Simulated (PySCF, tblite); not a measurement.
**C₄H₆O₄Si: geometry, infrared bands and NMR shifts**

Wanted: the infrared bands and NMR shifts of C₄H₆O₄Si (`C[Si]1(C)OC(=O)C(=O)O1`), by calculation.

Programs: tblite 0.8.0 and PySCF 2.14.0, with density-fitted response routines of our own. Each step states its level of theory. These are calculated values for one molecule in the gas phase, unless marked as measured. Atoms count from 0, in the outputs and in this text.

## Step 1: The molecule as given

15 atoms, charge 0, multiplicity 1; geometry from: force field or distance geometry start.

Bonds of the start (Å): C0–Si1 1.85, Si1–C2 1.85, Si1–O3 1.66, O3–C4 1.35, C4–O5 1.21, C4–C6 1.58, C6–O7 1.22, C6–O8 1.35, O8–Si1 1.66, C0–H9 1.11, C0–H10 1.10, C0–H11 1.09, C2–H12 1.09, C2–H13 1.09, C2–H14 1.11.

## Step 2: Optimising the geometry with GFN2-xTB

Job settings and geometry (Å):

```
{"job": {"kind": "relax", "xc": "GFN2-xTB", "basis": "xTB"}, "charge": 0, "multiplicity": 1}
C     -1.351200    -1.257000    -0.807200
Si    -0.264700     0.022700    -0.028400
C     -1.253600     1.435900     0.635100
O      0.722400    -0.633100     1.140600
C      2.032000    -0.517100     0.833500
O      2.957900    -0.910300     1.499300
C      2.175800     0.219900    -0.558700
O      3.236700     0.475200    -1.097100
O      0.953600     0.518500    -1.042400
H     -2.085000    -1.651100    -0.080200
H     -1.923700    -0.826300    -1.643400
H     -0.777600    -2.097400    -1.189700
H     -0.624600     2.193800     1.107100
H     -1.977500     1.099700     1.381000
H     -1.824900     1.934700    -0.171400
```

On the command line:

```console
$ OMP_NUM_THREADS=1 python probes_run.py task.json out
```

This one command runs all jobs of the session in turn.

**Question.** This job is followed by: GFN2-xTB harmonic vibrations, gas phase; GIAO PBE0/pcSseg-1 NMR shielding, non-relativistic, gas phase. Predict these results of the whole session: strongest single infrared mode (GFN2-xTB); zero-point energy (GFN2-xTB); 13C shifts against TMS (PBE0/pcSseg-1, means over atoms taken as alike); 1H shifts against TMS (PBE0/pcSseg-1, means over atoms taken as alike); 29Si shifts against TMS (PBE0/pcSseg-1); 17O shifts against H2O (PBE0/pcSseg-1, means over atoms taken as alike).

As calculated:

```
                                                               quantity                  value
                              strongest single infrared mode (GFN2-xTB)  1844 cm⁻¹, 805 km/mol
                                           zero-point energy (GFN2-xTB)          63.1 kcal/mol
13C shifts against TMS (PBE0/pcSseg-1, means over atoms taken as alike)         157.5, 1.7 ppm
 1H shifts against TMS (PBE0/pcSseg-1, means over atoms taken as alike)               0.59 ppm
                                29Si shifts against TMS (PBE0/pcSseg-1)               23.8 ppm
17O shifts against H2O (PBE0/pcSseg-1, means over atoms taken as alike)       468.3, 219.9 ppm
```

In words: Relaxing lowered the energy by 0.181 eV in 28 steps; the close pair that moved most is Si1–C2, from 1.848 to 1.889 Å. All 39 modes are real, so the xTB geometry is a minimum. The strongest single mode, at 1844 cm⁻¹, is carried by C6, C4, O7, O5. Unscaled tight-binding wavenumbers are off by several per cent, some by more. Its intensities can rank the bands wrongly. At PBE0/pcSseg-1: Shielding is most anisotropic at O5, O7 (span 757 ppm, paramagnetic term -527 ppm).
